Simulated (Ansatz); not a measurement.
# CH6BFGeS: a ladder of functionals and wavefunction methods

Aim: compute CH6BFGeS with functionals from several rungs and with coupled cluster. The yardstick is the atomisation energy at the CCSD(T) limit.

Program: Ansatz 0.2.0, Gaussian basis. Level of theory: functionals in def2-TZVPP, the program's frozen cores in correlated methods. These are calculated values, not measurements.

Plan: PBE-D4, r2SCAN-D4, PBE0-D4, B3LYP-D4, ωB97X-V, ωB97M-V, B2PLYP; CCSD(T)/def2-TZVPP; MP2/def2-QZVPP; extrapolation to the limit.

## (1) The relaxed structure

All runs share one geometry, relaxed beforehand with PBE0-D4 in a triple-zeta def2 set.

SMILES `FB(S)[CH2][GeH3]`, 11 atoms, charge 0, spin multiplicity 1.

Atoms are counted from 1 here; the program's logs count them from 0.

Bond lengths: F1–B2 1.334 Å, B2–S3 1.809 Å, B2–C4 1.546 Å, S3–H6 1.343 Å, C4–Ge5 1.975 Å, C4–H7 1.093 Å, C4–H8 1.091 Å, Ge5–H9 1.537 Å, Ge5–H10 1.536 Å, Ge5–H11 1.538 Å. Angles: F1–B2–S3 118.6°, F1–B2–C4 120.0°, S3–B2–C4 121.3°, B2–S3–H6 96.2°, B2–C4–Ge5 110.4°, B2–C4–H7 111.0°, B2–C4–H8 113.2°, Ge5–C4–H7 106.3°, Ge5–C4–H8 106.4°, H7–C4–H8 109.2°, C4–Ge5–H9 110.0°, C4–Ge5–H10 109.6°, C4–Ge5–H11 109.0°, H9–Ge5–H10 109.5°, H9–Ge5–H11 109.4°, H10–Ge5–H11 109.5°.

## (2) PBE-D4 (GGA)

Input file in.yaml:

```yaml
crystal:
  periodic: [false, false, false]
  atoms:
    - {symbol: F, position_ang: [-0.660335, -0.573575, 2.010506]}
    - {symbol: B, position_ang: [0.307709, -0.537040, 1.093648]}
    - {symbol: S, position_ang: [1.983592, -0.102326, 1.618672]}
    - {symbol: C, position_ang: [-0.021643, -0.815121, -0.391552]}
    - {symbol: Ge, position_ang: [-0.683714, 0.826055, -1.268064]}
    - {symbol: H, position_ang: [1.682657, 0.097146, 2.912706]}
    - {symbol: H, position_ang: [-0.819806, -1.556273, -0.483869]}
    - {symbol: H, position_ang: [0.843430, -1.145607, -0.969251]}
    - {symbol: H, position_ang: [-1.873850, 1.397192, -0.481433]}
    - {symbol: H, position_ang: [0.442164, 1.870099, -1.323065]}
    - {symbol: H, position_ang: [-1.134802, 0.482549, -2.697499]}
basis:
  gaussian: {orbitals: def2-TZVPP}
hamiltonian: {xc: pbe, dispersion: d4}
output: {forces: true, orbitals: {seedname: orbitals}}
```

Launch:

```sh
$ ansatz run in.yaml --threads 4 --pin off --events-out ev --progress --plain --max-ram 10444MiB
```

After this run come: r2SCAN-D4 (meta-GGA); PBE0-D4 (hybrid); B3LYP-D4 (hybrid); ωB97X-V (range-separated); ωB97M-V (range-separated); B2PLYP (double hybrid); CCSD(T) in def2-TZVPP; MP2 in def2-QZVPP.

**Question.** What will the summary of the whole plan be? Wanted: atomisation energy, CCSD(T)/CBS; farthest; mean size of error, hybrid; mean size of error, range-separated; gap, smallest and largest; T1 diagnostic; triples share of the correlation energy.

**Answer**, as computed:

| quantity | value |
| --- | --- |
| atomisation energy, CCSD(T)/CBS | 3861.2 kJ/mol |
| functionals within 38.6 kJ/mol (1.0 %) | r2SCAN-D4, PBE0-D4, B3LYP-D4, ωB97X-V, ωB97M-V |
| farthest | PBE-D4 (+48.4 kJ/mol) |
| mean size of error, hybrid | 7.2 kJ/mol |
| mean size of error, range-separated | 12.9 kJ/mol |
| gap, smallest and largest | 5.40 eV (PBE-D4), 12.04 eV (ωB97X-V) |
| T1 diagnostic | 0.0123 |
| triples share of the correlation energy | 3.7 % |

What this shows: PBE-D4 is off by +48.4 kJ/mol. Double hybrids carry the basis error of their MP2 part in triple zeta, and no dispersion term here, so their miss is partly the set-up's. Misses under about 38.6 kJ/mol are within the doubt on the reference itself, which lacks core-valence correlation, relativity and higher excitations, and its outer-core shells are covered unevenly. Hartree-Fock recovers 75 % of the binding; the rest is correlation. The gap grows from 5.4 to 12.0 eV across the functionals, mostly with the share of exact exchange. Correlated methods include outer-core shells of Ge, which these sets cover unevenly.
